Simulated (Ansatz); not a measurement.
# YbH3 (Fm-3m) in Ansatz: notebook

Runs on YbH3. Level: PBE. Tasks: single point.

Program: Ansatz 0.2.0. These are calculated values, not measurements. Logs are shortened: lines on timing, memory, paths and dates and some standing lists are left out, and cuts for length are marked.

### Step 1. The crystal as given

The structure is cubic, space group Fm-3m (No. 225). Conventional cell: a = 5.210 Å, b = 5.210 Å, c = 5.210 Å, α = 90.00°, β = 90.00°, γ = 90.00°. Yb (site symmetry m-3m) is surrounded by 8 H at 2.26 Å. Around H (site symmetry m-3m) lie 8 H at 2.26 Å. H (site symmetry -43m) is surrounded by 4 Yb at 2.26 Å and 4 H at 2.26 Å.

The cell comes from a database or a generator and needn't be the stable form of this composition.

### Step 2. Single point, PBE

Contents of input.yaml:

```yaml
crystal:
  lattice:
    - [0.0, 2.604971, 2.604971]
    - [2.604971, 0.0, 2.604971]
    - [2.604971, 2.604971, 0.0]
  atoms:
    - { symbol: Yb, position: [0.0, 0.0, 0.0] }
    - { symbol: H, position: [0.5, 0.5, 0.5] }
    - { symbol: H, position: [0.25, 0.25, 0.25] }
    - { symbol: H, position: [0.75, 0.75, 0.75] }
hamiltonian:
  xc: pbe
  pseudopotentials: { kind: paw }
kpoints:
  mp_grid: { grid: [9, 9, 9] }
scf:
  occupations: { method: fermi_dirac, width: 0.05 }
output:
  forces: true
  stress: true
  eigenvalues: true
  write_density: true
  write_potential: true
  elf: true
  volumetric_format: npy
```

Potentials or basis: Ansatz PAW.

Command:

```
> ansatz run input.yaml --threads 2 --pin off --max-ram 5632MiB --backend cpu --events-out ev --progress --plain --runs-dir out
```

The log of the run:

```text
Warning: RAYON_NUM_THREADS=2 ignored (pool sized by the plan → 2); use --threads N
Engine: ansatz 0.2.0, x86_64-unknown-linux-gnu
Pseudopotentials: kind: paw
Pseudopotential: Yb, paw, valence charge 24, recommended cutoff 420 eV (normal), Yb.paw.azcp
Pseudopotential: H, paw, valence charge 1, recommended cutoff 420 eV (normal), H.paw.azcp
Functional definition: PBE
  parameter kappa = 0.804
  parameter beta = 0.06672455060314922
  exchange = pbe_x(kappa = kappa, mu = beta*pi^2/3)
  correlation = pbe_c(beta = beta)
Crystal: 4 atoms, lattice volume = 35.354 Å³
Basis set: ecut = 420 eV, 701 PW (Γ), exchange–correlation on 50×50×50 points (8 copies of the dense FFT grid, shifted against one another)
Bands: 18, of which v1, the nominal top of the filled ones, is band 14 counted from 1 (13 counted from 0)
Symmetry: 48 space group operations
Space group: Fm-3m (ITA 225), of the structure as read, at distance tolerance 3.3e-5 Å
k-points: 35 of 729
Non-local potential: Yb, projectors of the file, l = 0: 3, l = 1: 2, l = 2: 2, l = 3: 3
Non-local potential: H, projectors of the file, l = 0: 2, l = 1: 1
PAW form: soft (Blöchl's): semilocal exchange-correlation on the pseudo side does not see the compensation charge
PAW one-centre angular grid: Yb, 590 points (default); XC on 64 Gauss nodes
PAW one-centre angular grid: H, 110 points (default); XC on 64 Gauss nodes
Initial density: superposition of atomic densities (neutral atoms: chi_scale 0, normalization atom), corrected by the library's trained network
Initial wavefunctions: pseudopotential atomic-orbital guess
Functional: x = pbe(κ = 0.804, μ = 0.2195149727645171), c = pbe(β = 0.06672455060314922)
SCF iter   1: F=—  HF=-13844.168472 eV  |F-HF|=—  |Δ(HF+E_count)|=         —  Δρ=2.24e-2  dr2=1.83e-1  ethr=1.77e-3  ⟨swp⟩=5.0  Hψ=2948  notcnv=0
preconditioner: auto → Kerker (q_TF=auto, 2.608 Å⁻¹)  [metal: Δε(μ)=0.061 eV  Ē_g=11.829 eV  σ=0.050 eV  W_gap=0.28  n_scr=14 (ndim 8)  ℏωp=31.2 eV  f_vac=0.000  D(μ)=2.03/eV (n_scr^D=14)]
SCF iter   2: F=—  HF=-13844.149748 eV  |F-HF|=—  |Δ(HF+E_count)|=   1.87e-2  Δρ=1.14e-2  dr2=5.20e-2  ethr=6.76e-4  ⟨swp⟩=1.8  Hψ=1009  notcnv=0
SCF iter   3: F=—  HF=-13844.140485 eV  |F-HF|=—  |Δ(HF+E_count)|=   9.26e-3  Δρ=1.63e-3  dr2=1.64e-3  ethr=1.93e-4  ⟨swp⟩=2.0  Hψ=1107  notcnv=0  defer=5
SCF iter   4: F=—  HF=-13844.140545 eV  |F-HF|=—  |Δ(HF+E_count)|=   6.03e-5  Δρ=6.28e-4  dr2=9.39e-5  ethr=6.09e-6  ⟨swp⟩=2.1  Hψ=1065  notcnv=0  defer=5
SCF iter   5: F=—  HF=-13844.140560 eV  |F-HF|=—  |Δ(HF+E_count)|=   1.50e-5  Δρ=1.66e-4  dr2=7.69e-6  ethr=3.48e-7  ⟨swp⟩=2.4  Hψ=1051  notcnv=0  defer=5
SCF iter   6: F=—  HF=-13844.140562 eV  |F-HF|=—  |Δ(HF+E_count)|=   2.48e-6  Δρ=4.68e-5  dr2=7.21e-7  ethr=2.85e-8  ⟨swp⟩=2.4  Hψ=1042  notcnv=0  defer=5
SCF iter   7: F=-13844.140562 eV  HF=-13844.140562 eV  |F-HF|=1.62e-8  |Δ(HF+E_count)|=  7.19e-10  Δρ=1.89e-5  dr2=8.48e-8  ethr=3.70e-10  ⟨swp⟩=12.8  Hψ=6230  notcnv=0
SCF 1 converged in 7 iterations: F = -13844.140562 eV  dr2 = 8.48e-8
SCF converged after 7 iterations
Free energy (F): -13844.140562 eV
Harris-Foulkes:  -13844.140562 eV  (|F-HF|=1.62e-8)
Internal energy: -13844.116855 eV  (E = F + TS)
E sigma→0 (E₀):  -13844.128709 eV
Entropy (-TS):   -0.023708 eV (-5.927 meV/atom)
Fermi energy:    10.802918 eV
--- Per-component energies (eV) ---
  E_band       = 24.735656
  E_kinetic    = 401.899203
  E_local      = -5972.349544  (includes V_loc(G=0)·N_el)
  E_nonlocal   = 533.264048
  E_hartree    = 2585.753349
  E_xc         = -194.681718
  E_vxc        = -244.105389  (∫ρ·V_xc dr)
  E_paw        = -7343.334880  (= ΣΔE_a)
  E_vpaw       = 134.530398  (= ΣTr[D̂ρ^β])
  E_aug_tail   = -0.003227  (compensation charges beyond the density's cutoff)
  E_ewald      = -3854.664086
  E_smearing   = -0.023708  (= −TS)
  E_closure    = 0.000000  (closes the sum)
  Σ components = -13844.140562   (vs F -13844.140562, Δ=0.00e0)
--- Forces (eV/Å), atoms counted from 1 ---
  atom   1  Yb    -0.00000000    -0.00000000    -0.00000000
  atom   2  H      0.00000000     0.00000000     0.00000000
  atom   3  H      0.00000000     0.00000000     0.00000000
  atom   4  H      0.00000000    -0.00000000    -0.00000000
  max |Σ_I F_I| component: 2.89e-19 eV/Å
--- Stress (GPa, compression-positive) ---
       -5.385552       0.000000      -0.000000
        0.000000      -5.385552       0.000000
        0.000000      -0.000000      -5.385552
  P = ⅓ Tr σ = -5.3856 GPa (-53.856 kbar)
--- Band table (eV; the first three rows and the last of 35) ---
  k-point 0: bands = ["-40.2414", "-12.2790", "-12.2790", "-12.2790", "2.3515", "9.4124", "10.3629", "10.3629", "10.3629", "10.4730", "10.4730", "10.4730", "12.0754", "13.3832", "14.0102", "14.0102", "14.0102", "16.6947"]
  k-point 1: bands = ["-40.2392", "-12.3313", "-12.2850", "-12.2850", "2.6202", "9.2218", "10.3216", "10.3699", "10.3699", "10.4588", "10.4588", "10.4734", "11.4011", "13.0691", "14.1483", "14.1483", "15.1946", "16.4421"]
  k-point 2: bands = ["-40.2336", "-12.4603", "-12.3000", "-12.3000", "3.3662", "8.6354", "10.1744", "10.3868", "10.3868", "10.4302", "10.4302", "10.4743", "10.7552", "12.4995", "14.2899", "14.2899", "16.3055", "16.3055"]
  k-point 34: bands = ["-40.2166", "-12.5787", "-12.5216", "-12.4119", "6.9108", "7.4446", "7.7559", "10.3385", "10.3850", "10.3889", "10.4459", "10.4547", "10.4687", "10.5001", "13.9401", "17.7515", "17.9689", "19.0015"]
```

Wall time 1.4 s (2 threads of Intel Xeon Platinum 8375C at 2.90GHz (Ice Lake), shared host); peak memory 0.36 GiB.

What came out:

- Free energy: -13844.1406 eV
- Pressure: -5.4 GPa
- Band gap on the k mesh: none (metal or under the smearing width)

Caveat: without U or exact exchange the open f shell lies at the Fermi level, which spoils levels, moments and volumes.

### Step 3. Single point, PBE, collinear spin, ferromagnetic start

Edit input.yaml of step 2 so:

```diff
@@ -6,3 +6,3 @@
   atoms:
-    - { symbol: Yb, position: [0.0, 0.0, 0.0] }
+    - { symbol: Yb, position: [0.0, 0.0, 0.0], spin: 1.0 }
     - { symbol: H, position: [0.5, 0.5, 0.5] }
@@ -13,2 +13,4 @@
   pseudopotentials: { kind: paw }
+magnetization:
+  spin_polarized: true
 kpoints:
```

Potentials or basis: Ansatz PAW.

Command:

```
> ansatz run input.yaml --threads 2 --pin off --max-ram 5632MiB --backend cpu --events-out ev --progress --plain --runs-dir out
```

Run time: 4.5 s. Hardware: 2 threads of Intel Xeon Platinum 8375C at 2.90GHz (Ice Lake), shared host; peak memory 0.41 GiB.

It converged, with:

| Item | Value |
| --- | --- |
| Free energy | -13844.1408 eV |
| Pressure | -5.4 GPa |
| Band gap on the k mesh | none (metal or under the smearing width) |
| Net moment | 0.17 μB per cell |
| Absolute moment | 0.17 μB per cell |
| Site moments | Yb +0.16; H +0.00 μB |

Levels at points of the mesh, in eV from the Fermi level:
Spin up:
```csv
k point,band 11,band 12,band 13,band 14,band 15,band 16,band 17,band 18
"(0.00, 0.00, 0.00)",-0.39,-0.39,1.21,2.58,3.19,3.19,3.19,5.88
```
Spin down:
```
           k point  band 11  band 12  band 13  band 14  band 15  band 16
(0.00, 0.00, 0.00)    -0.31    -0.31     1.31     2.59     3.21     3.21
```

Caveat: spin-orbit coupling is left out, which moves the levels of the heavy elements; without U or exact exchange the open f shell lies at the Fermi level, which spoils levels, moments and volumes.

### Step 4. Single point, PBE, collinear spin, random start

Edit input.yaml of step 3 so:

```diff
@@ -6,3 +6,3 @@
   atoms:
-    - { symbol: Yb, position: [0.0, 0.0, 0.0], spin: 1.0 }
+    - { symbol: Yb, position: [0.0, 0.0, 0.0], spin: 0.25 }
     - { symbol: H, position: [0.5, 0.5, 0.5] }
@@ -23,5 +23 @@
   eigenvalues: true
-  write_density: true
-  write_potential: true
-  elf: true
-  volumetric_format: npy
```

Command:

```
> ansatz run input.yaml --threads 2 --pin off --max-ram 5632MiB --backend cpu --events-out ev --progress --plain --runs-dir out
```

Wall time 4.2 s (2 threads of Intel Xeon Platinum 8375C at 2.90GHz (Ice Lake), shared host); peak memory 0.41 GiB.

Results (log left out):

| Item | Value |
| --- | --- |
| Free energy | -13844.1408 eV |
| Pressure | -5.4 GPa |
| Band gap on the k mesh | none (metal or under the smearing width) |
| Net moment | 0.17 μB per cell |
| Absolute moment | 0.17 μB per cell |
| Site moments | Yb +0.16; H +0.00 μB |

Levels at points of the mesh, in eV from the Fermi level:
Spin up:
| k point | band 11 | band 12 | band 13 | band 14 | band 15 | band 16 | band 17 | band 18 |
| --- | --- | --- | --- | --- | --- | --- | --- | --- |
| (0.00, 0.00, 0.00) | -0.39 | -0.39 | 1.21 | 2.58 | 3.19 | 3.19 | 3.19 | 5.88 |
Spin down:
```
           k point  band 10  band 11  band 12  band 13  band 14  band 15  band 16  band 17
(0.00, 0.00, 0.00)    -0.31    -0.31    -0.31     1.31     2.59     3.21     3.21     3.21
```

Caveat: spin-orbit coupling is left out, which moves the levels of the heavy elements; without U or exact exchange the open f shell lies at the Fermi level, which spoils levels, moments and volumes.

### Step 5. Overview

| spin | gap on the mesh (eV) | pressure (GPa) | moment (μB) |
| --- | --- | --- | --- |
| off | none | -5.4 | - |
| collinear, ferromagnetic start | none | -5.4 | 0.17 |
| collinear, random start | none | -5.4 | 0.17 |

Alike in all rows: task single point; level PBE; potentials or basis Ansatz PAW; cell as given; k mesh 9 × 9 × 9; cutoff (eV) 420; smearing fermi-dirac 0.05 eV.

Every run on the cell as given and a fine mesh finds a metal.

Caveats: without U or exact exchange the open f shell lies at the Fermi level, which spoils levels, moments and volumes; spin-orbit coupling is left out, which moves the levels of the heavy elements (some runs).

Total energies depend on the potentials used, so only differences within one code and one set of settings carry meaning.
